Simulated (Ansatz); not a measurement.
# SnTe (rocksalt type): how the settings move a single-point run

How sensitive is a single-point run of SnTe (rocksalt type) to its settings? A reference run comes first, then one run with altered input.

Method: reference: DFT, PBEsol, PAW with Ansatz's default frozen-core files, scalar-relativistic, in Ansatz 0.2.0.

## Step 1: The system as given

It takes space group Fm-3m (No. 225, cubic). The conventional cell has a = 5.418 Å, b = 5.418 Å, c = 5.418 Å, α = 90.00°, β = 90.00°, γ = 90.00°. Sn (site symmetry m-3m) is surrounded by 6 Te at 2.71 Å. Around Te (site symmetry m-3m) lie 6 Sn at 2.71 Å.

Coordinates:

```cif
data_structure
_symmetry_space_group_name_H-M 'P 1'
_symmetry_Int_Tables_number 1
_cell_length_a 3.8309
_cell_length_b 3.8309
_cell_length_c 3.8309
_cell_angle_alpha 60.000
_cell_angle_beta 60.000
_cell_angle_gamma 60.000
_cell_volume 39.75
loop_
_atom_site_label
_atom_site_type_symbol
_atom_site_fract_x
_atom_site_fract_y
_atom_site_fract_z
_atom_site_occupancy
Sn1 Sn 0.00000 0.00000 0.00000 1
Te1 Te 0.50000 0.50000 0.50000 1
```

## Step 2: The reference run

input.yaml reads:

```yaml
crystal:
  lattice:
    - [0.0, 2.7088480152, 2.7088480152]
    - [2.7088480152, 0.0, 2.7088480152]
    - [2.7088480152, 2.7088480152, 0.0]
  atoms:
    - { symbol: Sn, position: [0.0, 0.0, 0.0] }
    - { symbol: Te, position: [0.5, 0.5, 0.5] }
kpoints:
  mp_grid: { grid: [11, 11, 11] }
scf:
  occupations: { method: fermi_dirac, width: 0.08 }
hamiltonian:
  xc: pbesol
  pseudopotentials: { kind: paw }
output:
  forces: true
  stress: true
  eigenvalues: true
  populations: true
```

Command:

```bash
$ ansatz run input.yaml --threads 1 --pin off --max-ram 2048MiB --backend cpu --events-out ev --progress --plain --runs-dir out
```

## Step 3: Changing settings: occupations.method tetrahedron, dispersion d3bj, width left out

input.yaml: that of step 2 with these lines changed.

```diff
@@ -11,3 +11,3 @@
 scf:
-  occupations: { method: fermi_dirac, width: 0.08 }
+  occupations: { method: tetrahedron }
 hamiltonian:
@@ -15,2 +15,3 @@
   pseudopotentials: { kind: paw }
+  dispersion: d3bj
 output:
```

**Question.** What will these runs give? Wanted: for each run, ending; energy change; pressure; gap; force.

The runs gave:

```csv
run,ending,energy change,pressure (GPa),gap (eV),force (eV/Å),cycles,time
reference,converged,0,56.3,0.00,0.00,8,2.5 s
"1: occupations.method tetrahedron, dispersion d3bj, width left out",converged,-622.0 meV/atom (σ→0) (offset of the dispersion model),51.6,0.00,0.00,9,2.4 s
```

Residual by cycle in the longest SCF loop of each run; runs are numbered as in the table. The quantity is the density residual dr2, in eV.

```csv
cycle,reference,run 1
1,0.00265,0.0034
2,0.00131,0.00167
3,3.2e-4,3.6e-4
4,1.9e-4,1.8e-4
5,2.0e-5,2.9e-5
6,8.9e-6,6.2e-6
7,1.6e-6,1.5e-6
8,6.0e-8,2.0e-7
9,-,1.9e-9
```

The energy moves by -622.0 meV/atom, nearly all of it the dispersion term itself (-617.0 meV/atom); that offset belongs to the model and is no gain or loss of stability; the pressure goes from 56.3 to 51.6 GPa. Semilocal functionals close small gaps, so the missing gap need not be the real solid's. The structure is not at rest: the sound run finds 56 GPa, so these are no properties of the relaxed crystal. 
